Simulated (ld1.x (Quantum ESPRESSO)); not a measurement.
# Ru: generating and testing a TM potential

Do these settings give a usable potential? It is generated, then checked for transferability, scattering, ghosts and hardness.

Method: ld1.x (Quantum ESPRESSO) 7.5, PBE, scalar-relativistic.

### 1 The atom and the settings

The settings as typed:

| Item | Value |
| --- | --- |
| element | ruthenium (Ru, Z = 44) |
| type | norm-conserving Troullier–Martins (Kleinman–Bylander form) |
| frozen core | [Kr] |
| valence charge | 8 |
| reference configuration | 4d7 5s1 5p0 |
| partial waves | 5s (bound): rc 2.35 bohr; 5p (bound, empty): rc 4.20 bohr; 4d (bound): rc 1.35 bohr; 4f channel at 0.4 Ry: rc 3.55 bohr |
| local potential | all-electron potential smoothed inside 1.05 bohr (lloc = -1) |
| core correction | not asked for |

An earlier all-electron run gives the scale for the radii.

All-electron outer shells of the reference configuration (PBE, scalar-relativistic, ld1.x):

```
shell  level (eV)  outermost node (bohr)  outermost maximum (bohr)
   4s      -76.37                   0.48                      0.92
   4p      -46.42                   0.49                      0.98
   4d       -5.20                   0.48                      1.21
   5s       -4.24                   1.24                      2.73
   5p       -0.91                   1.41                      3.97
```

### 2 Generation

The input, Ru.in:

```
 &input
   title='Ru', zed=44., rel=1, dft='PBE', iswitch=3,
   config='[Kr] 4d7 4f-2 5s1 5p0',
   nld=4, rlderiv=4.55, eminld=-2.0, emaxld=5.0, deld=0.02
 /
 &inputp
   pseudotype=2, tm=.true., lloc=-1, rcloc=1.05,
   nlcc=.false.,
   file_pseudopw='Ru.UPF', file_wfcaegen='ae.wfc', file_wfcncgen='nc.wfc', file_beta='beta', file_chi='chi'
 /
4
5S  1  0   1.00   0.00  2.35  2.35  0.0
5P  2  1   0.00   0.00  4.20  4.20  0.0
4D  3  2   7.00   0.00  1.35  1.35  0.0
4F  4  3  -2.00   0.40  3.55  3.55  0.0
 &test
   configts(1)='4d7 5s1 5p0'
 /
```

On the command line:

```bash
$ ld1.x < Ru.in > Ru.out
```

Output in Ru.out (without the banner and most projector matrices):

```text
     Program LD1 v.7.5
     --------------------------- All-electron run ----------------------------

     Ru
     scalar relativistic calculation

     atomic number is 44.00
     dft =PBE   lsd =0 sic =0 latt =0  beta=0.20 tr2=1.0E-14
     Exchange-correlation= PBE
                           (   1   4   3   4   0   0   0)
     mesh =1233 r(mesh) = 101.06970 a.u. xmin = -7.00 dx = 0.01250
     1 Ry =  13.60569312 eV, c = 137.03599908

     n l     nl                  e(Ry)          e(Ha)          e(eV)
     1 0     1S 1( 2.00)     -1612.3846      -806.1923    -21937.6096
     2 0     2S 1( 2.00)      -231.8268      -115.9134     -3154.1644
     2 1     2P 1( 6.00)      -207.6229      -103.8115     -2824.8535
     3 0     3S 1( 2.00)       -40.8245       -20.4122      -555.4456
     3 1     3P 1( 6.00)       -32.8704       -16.4352      -447.2241
     4 0     4S 1( 2.00)        -5.6131        -2.8066       -76.3706
     4 1     4P 1( 6.00)        -3.4115        -1.7057       -46.4157
     3 2     3D 1(10.00)       -20.0737       -10.0369      -273.1169
     4 2     4D 1( 7.00)        -0.3823        -0.1912        -5.2021
     5 0     5S 1( 1.00)        -0.3116        -0.1558        -4.2393
     5 1     5P 1( 0.00)        -0.0671        -0.0335        -0.9124

     final scf error:  6.1E-15 reached in  31 iterations

     Etot =   -9061.510603 Ry,   -4530.755302 Ha, -123288.132501 eV

     Ekin =    9370.519994 Ry,    4685.259997 Ha,  127492.419439 eV
     Encl =  -21859.366718 Ry,  -10929.683359 Ha, -297411.835423 eV
     Eh   =    3694.086781 Ry,    1847.043390 Ha,   50260.611109 eV
     Exc  =    -266.750660 Ry,    -133.375330 Ha,   -3629.327625 eV

     normalization and overlap integrals

     s(1S/1S) =  1.000000  <r> =   0.0334  <r2> =    0.0015  r(max) =   0.0216
     s(2S/2S) =  1.000000  <r> =   0.1457  <r2> =    0.0250  r(max) =   0.1229
     s(2P/2P) =  1.000000  <r> =   0.1270  <r2> =    0.0197  r(max) =   0.0981
     s(3S/3S) =  1.000000  <r> =   0.4027  <r2> =    0.1856  r(max) =   0.3600
     s(3P/3P) =  1.000000  <r> =   0.4030  <r2> =    0.1888  r(max) =   0.3555
     s(4S/4S) =  1.000000  <r> =   1.0189  <r2> =    1.1771  r(max) =   0.9193
     s(4P/4P) =  1.000000  <r> =   1.1285  <r2> =    1.4617  r(max) =   0.9785
     s(3D/3D) =  1.000000  <r> =   0.3841  <r2> =    0.1767  r(max) =   0.3022
     s(4D/4D) =  1.000000  <r> =   1.7020  <r2> =    3.6414  r(max) =   1.2102
     s(5S/5S) =  1.000000  <r> =   3.3894  <r2> =   13.3290  r(max) =   2.7273
     s(5P/5P) =  1.000000  <r> =   5.3169  <r2> =   33.9885  r(max) =   3.9682

     ------------------------ End of All-electron run ------------------------

     --------------------- Generating NC pseudopotential ---------------------

      Generating local potential from pseudized AE potential:
      Matching radius rcloc =   1.0500

      Local pseudo, rcloc= 1.042 Estimated cut-off energy=    22.90 Ry

      Wfc   5S  rcut= 2.377  Using Troullier-Martins method

      Wfc   5P  rcut= 4.224  Using Troullier-Martins method

      Wfc   4D  rcut= 1.338  Using Troullier-Martins method

      Wfc   4F  rcut= 3.546  Using Troullier-Martins method

     ------------------- End of pseudopotential generation -------------------

     [... the all-electron block is printed once more ...]


     Computing logarithmic derivative in   4.52483
     Computing logarithmic derivative in   4.52483
     Computing the partial wave expansion
     R is outside the sphere for l=    0 j= 0.00
     R is outside the sphere for l=    1 j= 0.00
     R is outside the sphere for l=    2 j= 0.00
     R is outside the sphere for l=    3 j= 0.00

     ---------------------- Testing the pseudopotential ----------------------

     Ru
     scalar relativistic calculation

     atomic number is 44.00   valence charge is  8.00
     dft =PBE   lsd =0 sic =0 latt =0  beta=0.20 tr2=1.0E-14
     mesh =1233 r(mesh) = 101.06970 xmin = -7.00 dx = 0.01250

     n l     nl             e AE (Ry)        e PS (Ry)    De AE-PS (Ry)
     3 2     4D   1( 7.00)       -0.38235       -0.38234       -0.00001
     1 0     5S   1( 1.00)       -0.31159       -0.31159        0.00000
     2 1     5P   1( 0.00)       -0.06706       -0.06706        0.00000

     eps = 8.5E-15  iter = 18

     Etot =   -9061.510603 Ry,   -4530.755302 Ha, -123288.132501 eV
     Etotps =   -32.341158 Ry,     -16.170579 Ha,    -440.023871 eV

     Ekin =      33.634047 Ry,      16.817023 Ha,     457.614518 eV
     Encl =     -96.080199 Ry,     -48.040100 Ha,   -1307.237706 eV
     Ehrt =      31.215816 Ry,      15.607908 Ha,     424.712815 eV
     Ecxc =      -6.310111 Ry,      -3.155056 Ha,     -85.853436 eV
     Epseu=       5.199290 Ry,       2.599645 Ha,      70.739939 eV

     ---------------------- End of pseudopotential test ----------------------
```

Run time: 1.9 s. Hardware: 1 thread of Neoverse-V1, shared host. (Generation and the later configuration tests together.)

Partial waves on a coarse radial grid (AE all-electron, PS pseudo):

| r (bohr) | 5p AE | 5p PS | 5s AE | 5s PS |
| --- | --- | --- | --- | --- |
| 0.210 | 0.0637 | 0.0031 | 0.0867 | 0.0191 |
| 0.420 | 0.0422 | 0.0125 | 0.0667 | 0.0406 |
| 0.630 | -0.1033 | 0.0279 | -0.2011 | 0.0674 |
| 0.840 | -0.1620 | 0.0490 | -0.2636 | 0.1024 |
| 1.050 | -0.1341 | 0.0755 | -0.1541 | 0.1491 |
| 1.260 | -0.0614 | 0.1067 | 0.0204 | 0.2100 |
| 1.470 | 0.0248 | 0.1420 | 0.1932 | 0.2850 |
| 1.680 | 0.1086 | 0.1803 | 0.3369 | 0.3691 |
| 1.890 | 0.1834 | 0.2205 | 0.4452 | 0.4520 |
| 2.100 | 0.2471 | 0.2612 | 0.5203 | 0.5208 |
| 2.310 | 0.2999 | 0.3007 | 0.5675 | 0.5675 |
| 2.520 | 0.3426 | 0.3376 | 0.5923 | 0.5923 |
| 2.730 | 0.3764 | 0.3702 | 0.5998 | 0.5998 |
| 2.940 | 0.4025 | 0.3975 | 0.5943 | 0.5943 |
| 3.150 | 0.4218 | 0.4187 | 0.5791 | 0.5791 |
| 3.360 | 0.4353 | 0.4339 | 0.5570 | 0.5570 |
| 3.570 | 0.4440 | 0.4435 | 0.5303 | 0.5303 |
| 3.780 | 0.4485 | 0.4484 | 0.5007 | 0.5007 |
| 3.990 | 0.4495 | 0.4495 | 0.4695 | 0.4695 |
| 4.200 | 0.4477 | 0.4477 | 0.4378 | 0.4378 |
| 4.410 | 0.4436 | 0.4436 | 0.4064 | 0.4064 |
| 4.620 | 0.4375 | 0.4375 | 0.3756 | 0.3756 |
| 4.830 | 0.4299 | 0.4299 | 0.3461 | 0.3461 |
| 5.040 | 0.4210 | 0.4210 | 0.3179 | 0.3179 |
| 5.250 | 0.4111 | 0.4111 | 0.2913 | 0.2913 |
| 5.460 | 0.4004 | 0.4004 | 0.2663 | 0.2663 |

### 3 Configuration tests

The input, Ru.test.in:

```
 &input
   title='Ru', zed=44., rel=1, dft='PBE', iswitch=2,
   config='[Kr] 4d7 4f-2 5s1 5p0'
 /
 &test
   file_pseudo='Ru.UPF', nconf=8,
   configts(1)='4d7 5s1 5p0',
   configts(2)='4d7 5s0 5p0',
   configts(3)='4d6 5s0 5p0',
   configts(4)='4d5 5s0 5p0',
   configts(5)='4d6 5s1 5p0',
   configts(6)='4d6 5s2 5p0',
   configts(7)='4d6 5s1 5p1',
   configts(8)='4d8 5s0 5p0'
 /
```

On the command line:

```bash
$ ld1.x < Ru.test.in > Ru.test.out
```

Ru.test.out, the pseudopotential blocks, each with the warnings that came before it:

```text
     ---------------------- Testing the pseudopotential ----------------------

     Ru
     scalar relativistic calculation

     atomic number is 44.00   valence charge is  8.00
     dft =PBE   lsd =0 sic =0 latt =0  beta=0.20 tr2=1.0E-14
     mesh =1233 r(mesh) = 101.06970 xmin = -7.00 dx = 0.01250

     n l     nl             e AE (Ry)        e PS (Ry)    De AE-PS (Ry)
     3 2     4D   1( 7.00)       -0.38235       -0.38234       -0.00001
     1 0     5S   1( 1.00)       -0.31159       -0.31159        0.00000
     2 1     5P   1( 0.00)       -0.06706       -0.06706        0.00000

     eps = 1.2E-15  iter = 13

     Etot =   -9061.510603 Ry,   -4530.755302 Ha, -123288.132501 eV
     Etotps =   -32.341158 Ry,     -16.170579 Ha,    -440.023871 eV

     Ekin =      33.634047 Ry,      16.817023 Ha,     457.614517 eV
     Encl =     -96.080199 Ry,     -48.040100 Ha,   -1307.237706 eV
     Ehrt =      31.215816 Ry,      15.607908 Ha,     424.712815 eV
     Ecxc =      -6.310111 Ry,      -3.155056 Ha,     -85.853436 eV
     Epseu=       5.199290 Ry,       2.599645 Ha,      70.739939 eV

     ---------------------- End of pseudopotential test ----------------------

     Warning: n=1, l=0 expected 0 nodes, found 1
     ---------------------- Testing the pseudopotential ----------------------

     Ru
     [...]
     n l     nl             e AE (Ry)        e PS (Ry)    De AE-PS (Ry)
     3 2     4D   1( 7.00)       -0.92189       -0.91767       -0.00422
     1 0     5S   1( 0.00)       -0.77142       -0.78662        0.01520  !
     2 1     5P   1( 0.00)       -0.44984       -0.44951       -0.00033

     eps = 7.6E-15  iter =  9

     Etot =   -9060.974636 Ry,   -4530.487318 Ha, -123280.840289 eV
     Etotps =   -31.805881 Ry,     -15.902940 Ha,    -432.741052 eV
     dEtot_ae =       0.535968 Ry
     dEtot_ps =       0.535277 Ry,   Delta E=       0.000690 Ry

     [...]
     ---------------------- End of pseudopotential test ----------------------

     Warning: n=2, l=1 expected 0 nodes, found 1
     ---------------------- Testing the pseudopotential ----------------------

     Ru
     [...]
     n l     nl             e AE (Ry)        e PS (Ry)    De AE-PS (Ry)
     3 2     4D   1( 6.00)       -1.77401       -1.77242       -0.00159
     1 0     5S   1( 0.00)       -1.40128       -1.40128        0.00000
     2 1     5P   1( 0.00)       -0.98924       -0.98924        0.00000

     eps = 5.9E-15  iter =  7

     Etot =   -9059.637961 Ry,   -4529.818980 Ha, -123262.653900 eV
     Etotps =   -30.472711 Ry,     -15.236356 Ha,    -414.602356 eV
     dEtot_ae =       1.872643 Ry
     dEtot_ps =       1.868447 Ry,   Delta E=       0.004196 Ry

     [...]
     ---------------------- End of pseudopotential test ----------------------

     ---------------------- Testing the pseudopotential ----------------------

     Ru
     [...]
     n l     nl             e AE (Ry)        e PS (Ry)    De AE-PS (Ry)
     3 2     4D   1( 5.00)       -2.74533       -2.75443        0.00910  !
     1 0     5S   1( 0.00)       -2.11289       -2.11289        0.00000
     2 1     5P   1( 0.00)       -1.61922       -1.61922        0.00000

     eps = 9.5E-15  iter =  9

     Etot =   -9057.387242 Ry,   -4528.693621 Ha, -123232.031306 eV
     Etotps =   -28.218742 Ry,     -14.109371 Ha,    -383.935549 eV
     dEtot_ae =       4.123362 Ry
     dEtot_ps =       4.122416 Ry,   Delta E=       0.000946 Ry

     [...]
     ---------------------- End of pseudopotential test ----------------------

     BEWARE! Errors in PS-KS equations
     ---------------------- Testing the pseudopotential ----------------------

     Ru
     [...]
     n l     nl             e AE (Ry)        e PS (Ry)    De AE-PS (Ry)
     3 2     4D   1( 6.00)       -1.13202       -1.77242        0.64040  !
     1 0     5S   1( 1.00)       -0.86537       -0.86537        0.00000
     2 1     5P   1( 0.00)       -0.51463       -0.51463        0.00000

     eps = 3.4E-15  iter = 15

     Etot =   -9060.767382 Ry,   -4530.383691 Ha, -123278.020454 eV
     Etotps =   -31.338080 Ry,     -15.669040 Ha,    -426.376306 eV
     dEtot_ae =       0.743222 Ry
     dEtot_ps =       1.003078 Ry,   Delta E=      -0.259856 Ry

     [...]
     ---------------------- End of pseudopotential test ----------------------

     BEWARE! Errors in PS-KS equations
     Warning: n=3, l=2 expected 0 nodes, found 1
     ---------------------- Testing the pseudopotential ----------------------

     Ru
     [...]
     n l     nl             e AE (Ry)        e PS (Ry)    De AE-PS (Ry)
     3 2     4D   1( 6.00)       -0.56373       -1.77242        1.20869  !
     1 0     5S   1( 2.00)       -0.38127       -0.38127        0.00000
     2 1     5P   1( 0.00)       -0.09996       -0.09996        0.00000

     eps = 6.7E-15  iter = 29

     Etot =   -9061.385604 Ry,   -4530.692802 Ha, -123286.431803 eV
     Etotps =   -31.235255 Ry,     -15.617628 Ha,    -424.977295 eV
     dEtot_ae =       0.124999 Ry
     dEtot_ps =       1.105903 Ry,   Delta E=      -0.980904 Ry

     [...]
     ---------------------- End of pseudopotential test ----------------------

     BEWARE! Errors in PS-KS equations
     ---------------------- Testing the pseudopotential ----------------------

     Ru
     [...]
     n l     nl             e AE (Ry)        e PS (Ry)    De AE-PS (Ry)
     3 2     4D   1( 6.00)       -0.67286       -1.77242        1.09956  !
     1 0     5S   1( 1.00)       -0.45387       -0.45387        0.00000
     2 1     5P   1( 1.00)       -0.15422       -0.15422        0.00000

     eps = 7.3E-15  iter = 22

     Etot =   -9061.095102 Ry,   -4530.547551 Ha, -123282.479317 eV
     Etotps =   -31.080802 Ry,     -15.540401 Ha,    -422.875851 eV
     dEtot_ae =       0.415501 Ry
     dEtot_ps =       1.260356 Ry,   Delta E=      -0.844855 Ry

     [...]
     ---------------------- End of pseudopotential test ----------------------

     ---------------------- Testing the pseudopotential ----------------------

     Ru
     [...]
     n l     nl             e AE (Ry)        e PS (Ry)    De AE-PS (Ry)
     3 2     4D   1( 8.00)       -0.23162       -0.23032       -0.00130
     1 0     5S   1( 0.00)       -0.24960       -0.25246        0.00286
     2 1     5P   1( 0.00)       -0.03818       -0.03936        0.00119

     eps = 4.2E-15  iter =  9

     Etot =   -9061.535057 Ry,   -4530.767529 Ha, -123288.465213 eV
     Etotps =   -32.363279 Ry,     -16.181640 Ha,    -440.324849 eV
     dEtot_ae =      -0.024454 Ry
     dEtot_ps =      -0.022121 Ry,   Delta E=      -0.002332 Ry

     [...]
     ---------------------- End of pseudopotential test ----------------------
```

3 tests gave no usable energy difference (4d6 5s1 5p0; 4d6 5s2 5p0; 4d6 5s1 5p1).

Energies count from the reference configuration 4d7 5s1 5p0; the error is all-electron less pseudo. A star marks tests that logged a warning.

| valence configuration | charge | ΔE all-electron (eV) | error AE − PS (meV) |
| --- | --- | --- | --- |
| 4d7 5s0 5p0 * | +1 | 7.292 | +9.4 |
| 4d6 5s0 5p0 * | +2 | 25.479 | +57 |
| 4d5 5s0 5p0 | +3 | 56.101 | +13 |
| 4d8 5s0 5p0 | 0 | -0.333 | -32 |

### 4 Scattering by logarithmic derivatives

Taken from the files of the generation run. The phase is arctan(r·u′/u) with u = r·R, unwrapped, with energies in Ry. A pole is an energy at which the radial function vanishes at the test radius. The pseudo phase is shifted by a multiple of π to meet the all-electron one at the reference energy. Levels narrower than the energy grid can be missing from the poles. The last column is the largest difference on the grid between −1 and +1 Ry.

| channel | radius (bohr) | reference (Ry) | poles AE | poles PS | window around the reference with phases within 0.05 rad (Ry) | largest difference near zero (rad) |
| --- | --- | --- | --- | --- | --- | --- |
| s | 4.53 | -0.31 | -0.08, 2.29 | -0.09, 0.24, 2.46 | below 0.1 | 3.073 |
| p | 4.53 | -0.07 | 0.43, 2.94 | 0.42, 2.09, 4.49 | below 0.9 | 0.042 |
| d | 4.53 | -0.38 | -0.36, 1.39, 4.18 | -0.36, 1.39, 4.15 | below 2.5 | 0.002 |
| f | 4.53 | 0.40 | 1.51, 3.31 | 1.53, 1.73, 3.98 | below 1.7 | 0.003 |

Phases (rad) along the scan:

| E (Ry) | s AE | s PS | f AE | f PS |
| --- | --- | --- | --- | --- |
| -2.00 | 1.401 | 1.401 | 1.429 | 1.429 |
| -1.52 | 1.369 | 1.369 | 1.413 | 1.413 |
| -1.04 | 1.303 | 1.302 | 1.389 | 1.389 |
| -0.56 | 0.972 | 0.970 | 1.352 | 1.352 |
| -0.08 | -1.570 | -1.577 | 1.280 | 1.280 |
| 0.40 | -1.835 | -4.909 | 1.055 | 1.055 |
| 0.88 | -2.721 | -5.473 | -0.767 | -0.763 |
| 1.36 | -4.424 | -7.457 | -1.500 | -1.496 |
| 1.84 | -4.633 | -7.742 | -1.706 | -4.813 |
| 2.32 | -4.716 | -7.835 | -2.980 | -5.216 |
| 2.80 | -4.780 | -7.896 | -4.574 | -7.495 |
| 3.28 | -4.870 | -7.963 | -4.707 | -7.752 |
| 3.76 | -5.175 | -8.104 | -4.801 | -7.830 |
| 4.24 | -7.340 | -9.307 | -5.047 | -7.879 |
| 4.72 | -7.700 | -10.746 | -7.473 | -7.927 |

### 5 Plane-wave convergence, by spherical Bessel functions

This step uses the generator's waves and projectors in a separate script. Basis: spherical Bessel functions vanishing at 20 bohr, q² up to the cutoff; potential fixed at the reference.

All-electron valence levels (Ry): 5s -0.3116, 5p -0.0671, 4d -0.3824. The lowest levels of each channel (Ry) by cutoff; the last column sums, over occupied levels, occupation times the distance from the level at 400 Ry. A positive value at high cutoff is not a bound level.

| cutoff (Ry) | s #1 | s #2 | p #1 | p #2 | d #1 | f #1 | Σ f·Δε (mRy) |
| --- | --- | --- | --- | --- | --- | --- | --- |
| 8 | -6.7856 | -0.3081 | -0.0670 | 0.0529 | 0.0413 | 0.1082 | 2969.2 |
| 12 | -11.3074 | -0.3102 | -1.0249 | -0.0670 | -0.0111 | 0.1082 | 2600.1 |
| 21 | -16.5011 | -0.3115 | -4.1438 | -0.0670 | -0.2223 | 0.1082 | 1120.6 |
| 30 | -18.4561 | -0.3115 | -6.1986 | -0.0670 | -0.3230 | 0.1082 | 415.4 |
| 40 | -19.7575 | -0.3116 | -7.3154 | -0.0670 | -0.3700 | 0.1082 | 86.0 |
| 50 | -20.3032 | -0.3116 | -7.9794 | -0.0670 | -0.3800 | 0.1082 | 16.4 |
| 55 | -20.4300 | -0.3116 | -8.1486 | -0.0670 | -0.3813 | 0.1082 | 7.6 |
| 70 | -20.6282 | -0.3116 | -8.4404 | -0.0670 | -0.3823 | 0.1082 | 0.5 |
| 90 | -20.6977 | -0.3116 | -8.5560 | -0.0670 | -0.3823 | 0.1082 | 0.2 |
| 400 | -20.7169 | -0.3116 | -8.5918 | -0.0670 | -0.3823 | 0.1082 | 0.0 |

The sum stays within 10 mRy from 55 Ry and within 1 mRy from 70 Ry. The sum leaves out empty levels, which can need more. Ghost test: ghost states, bound below the all-electron valence or empty levels of the same l: s at -281.9 eV, p at -116.9 eV.

### 6 What came out

| quantity | value |
| --- | --- |
| cutoffs for 10 and 1 mRy, occupied levels | 55 Ry and 70 Ry |
| bound ghosts | s at -281.87 eV, p at -116.90 eV |
| largest test error (AE − PS) | +57 meV, for 4d6 5s0 5p0 (one of 5 tests with a warning) (3 tests unsolved) |
| largest phase difference near zero energy, channels read | 3.073 rad |

What this shows: It has a bound ghost (s, p), a state that the atom doesn't have, and that rules the file out. The worst unpolarised test, 4d6 5s0 5p0, is off by 57 meV on 25.5 eV; by total energies transferability rates as fair where solved. Of the tests 3 gave no usable energy difference, which is a warning in itself. By its cutoff, 55 Ry for the looser tolerance, it is of middling hardness. The slowest occupied level is 4d: taken alone it needs 60 Ry to come within 1 mRy, against 15 Ry for 5s. Near zero energy the largest phase difference among the channels read is 3.07 rad, in the s channel. A step near π is an extra or missing state, not a misfit of shape. These are tests on the free atom; a crystal test is still owed.
